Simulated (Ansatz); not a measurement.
# CdIn: the cost of one run

Method: DFT PBEsol, scalar-relativistic, plane waves, PAW, in Ansatz 0.2.0.

2 further runs of the same task are left out: 1 that didn't finish, 1 set aside as unsound or not needed.

### 1 The starting structure

Symmetry: P-6m2, No. 187, hexagonal system. Conventional cell: a = 3.217 Å, b = 3.217 Å, c = 5.283 Å, α = 90.00°, β = 90.00°, γ = 120.00°. Cd (site symmetry -6m2) has 6 Cd at 3.22 Å and 6 In at 3.23 Å as nearest neighbours. In (site symmetry -6m2) is surrounded by 6 In at 3.22 Å and 6 Cd at 3.23 Å.

Structure file:

```
CELL_PARAMETERS angstrom
3.21732 0.00000 0.00000
-1.60866 2.78628 0.00000
0.00000 0.00000 5.28259
ATOMIC_POSITIONS crystal
Cd 0.00000 0.00000 0.50000
In 0.66667 0.33333 0.00000
```

It goes back to an entry of the Materials Project, which need not be the stable form.

It is the result of an earlier relaxation at this level (volume 23.68 Å³/atom; gap on the mesh: none (metal)).

### 2 The scan

The energy is mapped over volume and the cell's shape.

The axes are (1) volume per atom: 5 values from 20.84 to 26.52 Å³; (2) c/a of the conventional cell: 5 values from 1.369 to 1.970.

Nothing else is relaxed (symmetry fixes all fractional coordinates). Energies count from the relaxed crystal. Points are written as (first, second).

### 3 Point (22.26 Å³, 1.369)

File input.yaml:

```yaml
crystal:
  lattice:
    - [3.3487745272, 0.0, 0.0]
    - [-1.6743872636, 2.9001238121, 0.0]
    - [0.0, 0.0, 4.5834676954]
  atoms:
    - { symbol: Cd, position: [0.0, 0.0, 0.5] }
    - { symbol: In, position: [0.6666666667, 0.3333333333, 0.0] }
basis:
  ecutwfc: 420
kpoints:
  mp_grid: { grid: [18, 18, 10] }
hamiltonian:
  xc: pbesol
scf:
  occupations: { method: gaussian, width: 0.15 }
output:
  forces: true
  stress: true
  eigenvalues: true
```

The run is started by

```
> ansatz run input.yaml --threads 1 --pin off --max-ram 2048MiB --backend cpu --events-out ev --progress --plain --runs-dir out
```

**Question.** How long does this run take on 1 thread of Arm Neoverse V2, shared host, and how much memory does it need?

About 14 s, with a peak of 0.47 GiB.
